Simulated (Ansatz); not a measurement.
# ZrBr2Cl2: how energies converge with the basis set

The task here is to estimate one member of a computed series from the others.

Method: one geometry, several basis sets; program: Ansatz 0.2.0, Gaussian basis.

The runs, in order: PBE0-D4/def2-SVP; ωB97M-V/def2-SVP; PBE0-D4/def2-QZVPP; ωB97M-V/def2-QZVPP; the functionals' def2-TZVPP values are taken from earlier runs.

## The relaxed structure

All runs share one geometry, relaxed beforehand with PBE0-D4 in a triple-zeta def2 set. Zr takes the def2 core potential; no spin-orbit term is included.

SMILES `[Cl][Zr]([Cl])([Br])[Br]`, 5 atoms, charge 0, spin multiplicity 1.

Atoms are counted from 1 here; the program's logs count them from 0.

Bond lengths: Cl1–Zr2 2.313 Å, Zr2–Cl3 2.313 Å, Zr2–Br4 2.470 Å, Zr2–Br5 2.470 Å. Angles: Cl1–Zr2–Cl3 109.4°, Cl1–Zr2–Br4 109.5°, Cl1–Zr2–Br5 109.5°, Cl3–Zr2–Br4 109.5°, Cl3–Zr2–Br5 109.5°, Br4–Zr2–Br5 109.6°.

Set-up of the first run:

File in.yaml:

```yaml
crystal:
  periodic: [false, false, false]
  atoms:
    - {symbol: Cl, position_ang: [-0.596168, -0.328387, 2.222866]}
    - {symbol: Zr, position_ang: [0.027254, -0.033849, 0.015134]}
    - {symbol: Cl, position_ang: [1.977812, -1.207596, -0.393680]}
    - {symbol: Br, position_ang: [-1.763622, -0.871668, -1.465085]}
    - {symbol: Br, position_ang: [0.404624, 2.367800, -0.420635]}
basis:
  gaussian: {orbitals: def2-SVP}
hamiltonian: {xc: pbe0, dispersion: d4}
output: {orbitals: {seedname: orbitals}}
```

Launch:

```console
ansatz run in.yaml --threads 8 --pin off --events-out ev --progress --plain --max-ram 18278MiB
```

Among the steps run: PBE0-D4 in def2-SVP; ωB97M-V in def2-SVP; PBE0-D4 in def2-QZVPP; ωB97M-V in def2-QZVPP.

One of the session's tables, all rows but one given; the rest of the session is left out.

It belongs to the step «Functionals by basis». 

```
functional       basis  HOMO (eV)  LUMO (eV)
   PBE0-D4    def2-SVP      -9.02      -2.75
   PBE0-D4  def2-TZVPP      -9.02      -2.76
   PBE0-D4  def2-QZVPP      -9.01      -2.75
   ωB97M-V    def2-SVP          ?          ?
   ωB97M-V  def2-TZVPP     -11.15      -0.73
   ωB97M-V  def2-QZVPP     -11.15      -0.73
```

Estimate the missing values for ωB97M-V, def2-SVP.

**Answer.** HOMO (eV): -11.11; LUMO (eV): -0.67. In the column «HOMO (eV)» it lies between ωB97M-V, def2-QZVPP (-11.15) and PBE0-D4, def2-SVP (-9.02).
